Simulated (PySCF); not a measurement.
# GeH: structure of the doublet

Where does doublet GeH go from a linear start, is the end point a minimum, and what are its modes, charges and moments?

The runs use PySCF 2.14.0; PBE0, basis Ge def2-SVP, H def2-SVP, no relativity, density fitting.

## (1) The system as given

2 atoms, charge 0, spin multiplicity 2.

Bond lengths: Ge1–H2 1.607 Å.

```xyz
2
charge 0 multiplicity 2
Ge    0.0000    0.0000    0.0000
H     0.0000    0.0000    1.6070
```

## (2) Finding the electronic state

One driver script runs all steps and calls PySCF; scf.py shows how it sets up the SCF of each step. The optimiser is the driver's own. After this first run the driver tries any further starts and a stability analysis.

Contents of scf.py:

```python
from pyscf import gto, scf, dft
mol = gto.M(atom='''
Ge     0.000000     0.000000     0.000000
H      0.000000     0.000000     1.607000''',
    basis={'Ge': 'def2-SVP', 'H': 'def2-SVP'},
    charge=0, spin=1)
mf = dft.UKS(mol, xc='PBE0')
mf.grids.atom_grid = (50, 194)
aux = {'Ge': 'def2-universal-JKFIT', 'H': 'def2-universal-JKFIT'}
mf = mf.density_fit(auxbasis=aux)
mf.conv_tol = 1e-08
mf.diis_space = 10
mf.max_cycle = 60
mf.init_guess = 'minao'
mf.verbose = 4
mf.kernel()
```

Command:

```
$ OMP_NUM_THREADS=2 python axn.py task.json out
```

The log of the run:

```text
init E= -2076.2432523967
[... the frontier-level lines of each cycle are left out ...]
cycle= 1 E= -2076.98922146732  delta_E= -0.746  |g|= 0.196  |ddm|= 0.972
cycle= 2 E= -2076.99192438854  delta_E= -0.0027  |g|=  0.2  |ddm|= 0.308
cycle= 3 E= -2077.00027868617  delta_E= -0.00835  |g|= 0.0064  |ddm|= 0.133
cycle= 4 E= -2077.00031928956  delta_E= -4.06e-05  |g|= 0.00251  |ddm|= 0.0173
cycle= 5 E= -2077.00032613097  delta_E= -6.84e-06  |g|= 0.000658  |ddm|= 0.00689
cycle= 6 E= -2077.00032663862  delta_E= -5.08e-07  |g|= 0.000132  |ddm|= 0.00153
cycle= 7 E= -2077.00032666328  delta_E= -2.47e-08  |g|= 3.29e-05  |ddm|= 0.000351
cycle= 8 E= -2077.00032666607  delta_E= -2.79e-09  |g|= 8.7e-06  |ddm|= 0.000138
Extra cycle  E= -2077.00032666628  delta_E= -2.07e-10  |g|= 5.61e-06  |ddm|= 3.56e-05
converged SCF energy = -2077.00032666628  <S^2> = 0.75359451  2S+1 = 2.0035913
```

This step, with its further starts and checks, ran for 0.9 s (2 threads of Arm Neoverse V2, shared host).

No lower solution of this spin turned up in the test of internal stability.

## (3) Relaxing the doublet from the linear start

The program finds C∞v symmetry in the start, which this walk keeps. Threshold on the gradient: 0.0003 Eh/bohr, with a further test on the energy change.

Edit scf.py of step 2 so:

```diff
@@ -3,2 +3,2 @@
-Ge     0.000000     0.000000     0.000000
-H      0.000000     0.000000     1.607000''',
+Ge     0.000000     0.000000    -0.021615
+H      0.000000     0.000000     1.585385''',
@@ -14 +13,0 @@
-mf.init_guess = 'minao'
```

Energy and gradient, step by step:

```tsv
step	energy (Eh)	change (kJ/mol)	largest symmetric gradient (Eh/bohr)
0	-2077.000327	0.00	0.00063
1	-2077.000328	0.00	0.00020
```

The walk took 0.6 s.

After 1 steps and 0.0 kJ/mol it ends at C∞v: Ge–H 1.605 Å.

## (4) Frequencies

The point is checked on the finer grid, and tightened if its gradient asks for it. The Hessian and the dipole derivatives come from central differences of analytic gradients, with steps of 0.02 bohr.

Edit scf.py of step 3 so:

```diff
@@ -3,2 +3,2 @@
-Ge     0.000000     0.000000    -0.021615
-H      0.000000     0.000000     1.585385''',
+Ge     0.000000     0.000000    -0.021202
+H      0.000000     0.000000     1.583387''',
@@ -8 +8 @@
-mf.grids.atom_grid = (50, 194)
+mf.grids.atom_grid = (75, 302)
@@ -11 +11 @@
-mf.conv_tol = 1e-08
+mf.conv_tol = 1e-10
```

The driver hands on the density of the step before, so the log starts near convergence.

Log of the central SCF (cycles and frontier levels):

```text
init E= -2077.00040259787
[... the frontier-level lines of each cycle are left out ...]
cycle= 1 E= -2077.00040259788  delta_E= -3.64e-12  |g|= 2.1e-06  |ddm|= 2.36e-06
Extra cycle  E= -2077.00040259788  delta_E= 4.55e-13  |g|= 2.16e-06  |ddm|= 2.17e-06
converged SCF energy = -2077.00040259788  <S^2> = 0.75359227  2S+1 = 2.0035891
```

The whole step took 5.5 s.

Geometry: C∞v; Ge–H 1.605 Å.

Harmonic modes (main isotopes):

```tsv
ω (cm⁻¹)	IR (km/mol)	type
1910	378	stretch
```

Every mode is real; the point is a minimum.

Here the density breaks the symmetry of the frame, and no labels are given; pairs that should be degenerate can split.

Constants and moments:

```yaml
Dipole_moment: 0.00 D
Highest_occupied_level: -5.28 eV
Lowest_empty_level: -3.16 eV
Rotational_constants: 6.585 cm⁻¹
Zero-point_energy: 11.4 kJ/mol
Principal_polarisabilities: 20.6, 26.0, 34.7 bohr³
Atomisation_energy_without_zero-point_energy: 276 kJ/mol
Principal_traceless_quadrupole_moments_about_the_centre_of_mass: -2.89, -2.15, 5.04 D Å
Entropy_at_298.15_K_and_1_bar_electronic_part_spin_only: 205.5 J/(mol K)
Heat_capacity_Cp_at_298.15_K: 29.2 J/(mol K)
Enthalpy_at_298.15_K_above_0_K: 8.68 kJ/mol
Rotational_symmetry_number: 1
Spin_squared_⟨S²⟩: 0.754
```

Charges (e) and bond orders:

| atom | Mulliken | Löwdin | polar tensor | spin (Mulliken) | Mayer order to Ge1 |
| --- | --- | --- | --- | --- | --- |
| Ge1 | 0.10 | 0.10 | 0.21 | 1.04 | – |
| H2 | -0.10 | -0.10 | -0.21 | -0.04 | 0.95 |

Mulliken populations on Ge1: s 7.93, p 13.94, d 10.03.

## (5) What came out

| quantity | value |
| --- | --- |
| minimum | doublet, C∞v |
| geometry | Ge–H 1.605 Å |
| wavenumbers (cm⁻¹) | 1910 |
| dipole moment | 0.00 D |
| highest occupied, lowest empty level (either spin) | -5.28, -3.16 eV |
| polar-tensor charge of Ge1 | +0.21 e |
| zero-point energy | 11.4 kJ/mol |
| entropy at 298.15 K | 205.5 J/(mol K) |
| atomisation energy (no zero-point energy) | 276 kJ/mol |
| ⟨S²⟩ | 0.754 |

In words: The molecule stays C∞v, as typed, and the end point is a minimum. In the infrared the band at 1910 cm⁻¹ (stretch) leads. Most of the spin sits on Ge1 (Mulliken spin 1.04, against 1 for the whole molecule). Only this shape and spin were tried, so other structures or states may lie lower. The SCF density has lower symmetry than the nuclear frame.

The search up to here took 7.2 s.
